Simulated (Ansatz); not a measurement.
Predict the output of the script below (Ansatz's Python interface).

Contents of `ch5alte.xyz`:
```text
8

C    -0.77960    0.93690   -0.43000
Al    0.82960   -0.03060   -0.01340
Te    0.81620   -1.71600    1.96020
H    -0.55740    2.08100   -0.35980
H    -1.62690    0.68580    0.25180
H    -1.14830    0.75920   -1.47820
H     2.17780    0.19590   -0.88290
H     0.38080   -2.96920    0.89660
```

Script `ch5alte_energy.py`:
```python
# -*- coding: utf-8 -*-
"""Single point of CH5AlTe."""

from pathlib import Path
import logging
import sys

import ansatz as az

logging.basicConfig(stream=sys.stdout, format="[%(levelname)s] %(message)s")
logger = logging.getLogger("run")
logger.setLevel(logging.INFO)

geometry = az.Crystal.molecule_from_extxyz("ch5alte.xyz")

calc = geometry.calculation()
calc = calc.basis(gaussian="def2-SVP").functional("hf")
calc = calc.orbitals()
done = calc.run(threads=1, runs_dir="out")
report = done.report

for key in ("converged", "free_energy_ev", "reference_energy_ev", "n_frozen", "n_occupied", "n_virtual"):
    logger.info(f"{key:22s} {report[key]}")

lines = Path(report["orbitals_path"]).read_text().splitlines()
field_of = lambda key: [line.split("=")[1].strip() for line in lines if line.startswith(key)]
orbitals = [(27.211386 * float(e), s, float(n)) for e, s, n in zip(field_of("Ene="), field_of("Spin="), field_of("Occup="))]
homo = max(e for e, _, n in orbitals if n > 0.5)
lumo = min(e for e, _, n in orbitals if n < 0.5)
logger.info(f"HOMO {homo:.3f} eV, LUMO {lumo:.3f} eV, gap {lumo - homo:.3f} eV")
```

```console
$ python ch5alte_energy.py
[INFO] converged              True
[INFO] free_energy_ev         -14955.485858823606
[INFO] reference_energy_ev    -14955.485858823606
[INFO] n_frozen               0
[INFO] n_occupied             [24, 24]
[INFO] n_virtual              [59, 59]
[INFO] HOMO -8.438 eV, LUMO 1.055 eV, gap 9.493 eV
```

Reading the output:
- Total energies depend on the basis set; only differences at equal settings carry meaning.
- The geometry is a force-field or estimated start, not a minimum of this method, and the basis set is short of its limit.
- def2 sets replace the cores of elements past krypton by effective core potentials.
- Levels such as HOMO and LUMO are orbital energies: in Hartree-Fock the gap is too wide and the LUMO hangs on the basis.
- Run time: 1.2 s on 1 thread of Arm Neoverse V2, with other jobs on the host, peak memory 0.2 GiB.

(A comment or docstring line of the script was reworded after the run, the code is as it ran; lines on the test bed's own set-up are left out of the output.)
